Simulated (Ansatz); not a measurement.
**KEu3 in Ansatz: convergence with xc grid**

The system is KEu3.

```
Eu K
1.0
     0.00000    4.66526    4.66526
     4.66526    0.00000    4.66526
     4.66526    4.66526    0.00000
Eu K
3 1
Direct
  0.50000 0.50000 0.50000
  0.75000 0.75000 0.75000
  0.25000 0.25000 0.25000
  0.00000 0.00000 0.00000
```

The cell comes from a database or a generator and needn't be the stable form of this composition.

| Item | Value |
| --- | --- |
| Program | Ansatz 0.2.0 |
| Task | convergence study |
| Functional | PBE |
| Potentials or basis | Ansatz PAW |
| Cutoff | 420 eV (not typed: the program's choice for these potentials) |
| k mesh | 4 × 4 × 4 |
| Occupations | gaussian, width 0.1 eV |
| Spin | collinear spin, ferromagnetic start |
| Starting moments | [7.0, 7.0, 7.0, 0.0] μB |

These are the settings of the first run; the series varies xc grid, with any setting tied to it.

Hardware: 2 threads of AMD EPYC 9R45 96-Core Processor (Zen 5) (shared host).

```csv
xc grid,"energy less the tightest run, at zero smearing (meV/atom)",SCF cycles,CPU time (s),peak memory (GiB)
1,0.00,14,5.7,0.58
2,0.00,14,5.9,0.61
3,0.00,14,6.1,0.68
4,0.00,15,7.1,0.8
5,0.00,15,8.7,1
```

Against the tightest run, the energy stays within 1 meV/atom from 1 on. The tightest run that finished is the yardstick and may itself not be fully converged.

 The state reached can hang on the start; a lower one may exist.
